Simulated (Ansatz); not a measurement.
# CBGe: the cost of one run

The runs use Ansatz 0.2.0, Gaussian basis; the settings change from run to run.

26 further runs of the same task are left out: 12 that didn't finish, 14 set aside as unsound or not needed. Runs told in other sessions of the task aren't counted.

## 1. The system

The geometry is a PBE0/def2-TZVP stationary point (not a proven minimum) with its atoms shifted at random (size 0.100 Å). No spin-orbit coupling is included. The filled d shell of Ge may be among the frozen orbitals whatever the setting's name suggests.

3 atoms, charge 0, spin multiplicity 4.

Atoms are counted from 1 here; the program's logs count them from 0.

Bond lengths: B1–C2 1.395 Å, C2–Ge3 1.908 Å. Angles: B1–C2–Ge3 170.8°.

## 2. CCSD on ROHF/def2-SVP

Contents of in.yaml:

```yaml
crystal:
  periodic: [false, false, false]
  atoms:
    - {symbol: B, position_ang: [0.084376, 0.005225, 1.559298]}
    - {symbol: C, position_ang: [-0.080498, 0.013599, 0.173691]}
    - {symbol: Ge, position_ang: [-0.003878, -0.018825, -1.732989]}
basis:
  gaussian: {orbitals: def2-SVP}
magnetization: {spin_polarized: false, initial_magnetization: 3}
correlation: {method: ccsd, electrons: valence}
scf: {lower_state_search: full}
output: {forces: true}
```

On the command line:

```
ansatz run in.yaml --threads 1 --pin off --events-out ev --progress --plain --max-ram 2393MiB
```

What time and memory should one allow on 1 thread of Arm Neoverse V2, shared host?

About 55 s, with a peak of 0.28 GiB.
